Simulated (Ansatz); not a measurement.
# C2H8O2Si2: up Jacob's ladder to CCSD(T)

How much do the methods differ for C2H8O2Si2? The plan is to run it at one geometry with functionals of several rungs and with coupled cluster. The yardstick is the atomisation energy at the CCSD(T) limit.

The runs use Ansatz 0.2.0, Gaussian basis; functionals in def2-TZVPP, the program's frozen cores in correlated methods.

Levels to be run: PBE-D4, r2SCAN-D4, PBE0-D4, B3LYP-D4, ωB97X-V, ωB97M-V, B2PLYP; CCSD(T)/def2-TZVPP; MP2/def2-QZVPP; extrapolation to the limit.

### Step 1. The relaxed structure

An earlier PBE0-D4 in a triple-zeta def2 set relaxation fixed the geometry.

SMILES `O[SiH](O)/C=C/[SiH3]`, 14 atoms, charge 0, spin multiplicity 1.

Atoms are counted from 1 here; the program's logs count them from 0.

Bond lengths: O1–Si2 1.639 Å, O1–H7 0.958 Å, Si2–O3 1.645 Å, Si2–C4 1.850 Å, Si2–H8 1.492 Å, O3–H9 0.957 Å, C4–C5 1.338 Å, C4–H10 1.091 Å, C5–Si6 1.863 Å, C5–H11 1.091 Å, Si6–H12 1.489 Å, Si6–H13 1.487 Å, Si6–H14 1.488 Å. Angles: Si2–O1–H7 118.4°, O1–Si2–O3 112.6°, O1–Si2–C4 105.6°, O1–Si2–H8 109.7°, O3–Si2–C4 108.5°, O3–Si2–H8 107.4°, C4–Si2–H8 113.0°, Si2–O3–H9 117.2°, Si2–C4–C5 122.5°, Si2–C4–H10 118.6°, C5–C4–H10 118.8°, C4–C5–Si6 123.7°, C4–C5–H11 117.8°, Si6–C5–H11 118.5°, C5–Si6–H12 110.6°, C5–Si6–H13 109.1°, C5–Si6–H14 110.7°, H12–Si6–H13 109.4° and more.

### Step 2. PBE-D4 (GGA)

The input, in.yaml:

```yaml
crystal:
  periodic: [false, false, false]
  atoms:
    - {symbol: O, position_ang: [0.629845, -0.000349, -2.826888]}
    - {symbol: Si, position_ang: [0.541583, -0.902372, -1.460797]}
    - {symbol: O, position_ang: [2.015437, -1.161381, -0.777214]}
    - {symbol: C, position_ang: [-0.488900, 0.081112, -0.281052]}
    - {symbol: C, position_ang: [-0.119415, 0.302539, 0.985193]}
    - {symbol: Si, position_ang: [-1.130453, 1.289175, 2.199949]}
    - {symbol: H, position_ang: [1.079505, -0.369588, -3.587667]}
    - {symbol: H, position_ang: [-0.045087, -2.237500, -1.775582]}
    - {symbol: H, position_ang: [2.339622, -2.061687, -0.765996]}
    - {symbol: H, position_ang: [-1.434911, 0.494191, -0.632985]}
    - {symbol: H, position_ang: [0.834379, -0.110733, 1.316168]}
    - {symbol: H, position_ang: [-1.481611, 0.459396, 3.385294]}
    - {symbol: H, position_ang: [-2.376909, 1.749935, 1.533665]}
    - {symbol: H, position_ang: [-0.363086, 2.467264, 2.687921]}
basis:
  gaussian: {orbitals: def2-TZVPP}
hamiltonian: {xc: pbe, dispersion: d4}
output: {forces: true, orbitals: {seedname: orbitals}}
```

Run with:

```console
$ ansatz run in.yaml --threads 2 --pin off --events-out ev --progress --plain --max-ram 32768MiB --backend cuda --devices 0, --max-vram 18GiB
```

Further steps of the session: r2SCAN-D4 (meta-GGA); PBE0-D4 (hybrid); B3LYP-D4 (hybrid); ωB97X-V (range-separated); ωB97M-V (range-separated); B2PLYP (double hybrid); CCSD(T) in def2-TZVPP; MP2 in def2-QZVPP.

Q: Predict the results of all the runs planned. Wanted: atomisation energy, CCSD(T)/CBS; farthest; mean size of error, hybrid; mean size of error, range-separated; gap, smallest and largest; T1 diagnostic; triples share of the correlation energy.

As calculated:

```
                               quantity                                 value
        atomisation energy, CCSD(T)/CBS                       1270.8 kcal/mol
functionals within 6.4 kcal/mol (0.5 %)           r2SCAN-D4, ωB97X-V, ωB97M-V
                               farthest               B2PLYP (-18.5 kcal/mol)
             mean size of error, hybrid                          9.8 kcal/mol
    mean size of error, range-separated                          1.0 kcal/mol
              gap, smallest and largest  4.89 eV (PBE-D4), 11.54 eV (ωB97X-V)
                          T1 diagnostic                                0.0120
triples share of the correlation energy                                 3.8 %
```

PBE-D4 is off by +7.2 kcal/mol. Double hybrids carry the basis error of their MP2 part in triple zeta, and no dispersion term here, so their miss is partly the set-up's. Misses under about 6.4 kcal/mol are within the doubt on the reference itself, which lacks core-valence correlation, relativity and higher excitations. Hartree-Fock recovers 73 % of the binding; the rest is correlation. The gap grows from 4.9 to 11.5 eV across the functionals, mostly with the share of exact exchange.
